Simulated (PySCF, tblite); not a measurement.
# C2H2F4O2Si: geometry, infrared bands and NMR shifts

Wanted: the infrared bands and NMR shifts of C2H2F4O2Si (`O=C(OC(F)(F)F)[SiH2]F`), by calculation.

The runs use tblite 0.8.0 and PySCF 2.14.0, with density-fitted response routines of our own; the level of theory stands in each step. All values are computed, except where a source is named. Atoms are numbered from 0 throughout.

## Step 1: The starting structure

11 atoms, charge 0, multiplicity 1; geometry from: force field or distance geometry start.

Bonds of the start (Å): O0–C1 1.25, C1–O2 1.38, O2–C3 1.41, C3–F4 1.38, C3–F5 1.40, C3–F6 1.37, C1–Si7 1.86, Si7–F8 1.70, Si7–H9 1.46, Si7–H10 1.46.

## Step 2: Optimising the geometry with GFN2-xTB

What the job is given:

```
{"job": {"kind": "relax", "xc": "GFN2-xTB", "basis": "xTB"}, "charge": 0, "multiplicity": 1}
O     -0.060300    -1.730900    -0.121800
C      0.301000    -0.535200    -0.039000
O     -0.596500     0.515600    -0.026300
C     -1.992300     0.350200    -0.139500
F     -2.389900    -0.298800    -1.294000
F     -2.523700     1.637500    -0.237900
F     -2.543100    -0.215800     0.981200
Si     2.091400    -0.068000     0.118700
F      2.320300     0.808000     1.552200
H      2.447200     0.787600    -1.011400
H      2.951300    -1.247400     0.191800
```

On the command line:

```sh
$ OMP_NUM_THREADS=1 python probes_run.py task.json out
```

One launch serves the whole session: the jobs run in the order shown.

**Question.** This job is followed by: GFN2-xTB harmonic vibrations, gas phase; GIAO PBE0/pcSseg-1 NMR shielding, non-relativistic, gas phase. Predict these results of the whole session: strongest single infrared mode (GFN2-xTB); zero-point energy (GFN2-xTB); 13C shifts against TMS (PBE0/pcSseg-1); 1H shifts against TMS (PBE0/pcSseg-1, means over atoms taken as alike); 17O shifts against H2O (PBE0/pcSseg-1); 19F shifts against CFCl3 (PBE0/pcSseg-1, means over atoms taken as alike); 29Si shifts against TMS (PBE0/pcSseg-1).

As calculated:

| quantity | value |
| --- | --- |
| strongest single infrared mode (GFN2-xTB) | 1141 cm⁻¹, 548 km/mol |
| zero-point energy (GFN2-xTB) | 28.4 kcal/mol |
| 13C shifts against TMS (PBE0/pcSseg-1) | 177.6, 129.0 ppm |
| 1H shifts against TMS (PBE0/pcSseg-1, means over atoms taken as alike) | 5.21 ppm |
| 17O shifts against H2O (PBE0/pcSseg-1) | 554.0, 279.9 ppm |
| 19F shifts against CFCl3 (PBE0/pcSseg-1, means over atoms taken as alike) | -70.5, -229.1 ppm |
| 29Si shifts against TMS (PBE0/pcSseg-1) | -17.3 ppm |

Over 43 steps the energy fell by 0.673 eV; of the close pairs, Si7–F8 changed most, 1.695 to 1.601 Å. No mode is imaginary among the 27: a minimum at this level. The strongest single mode, at 1141 cm⁻¹, moves mainly C3. GFN2-xTB is a fitted tight-binding method: band positions and strengths are rough. Its intensities can rank the bands wrongly. At PBE0/pcSseg-1: The widest tensor belongs to O0: span 871 ppm, with a paramagnetic part of -619 ppm.
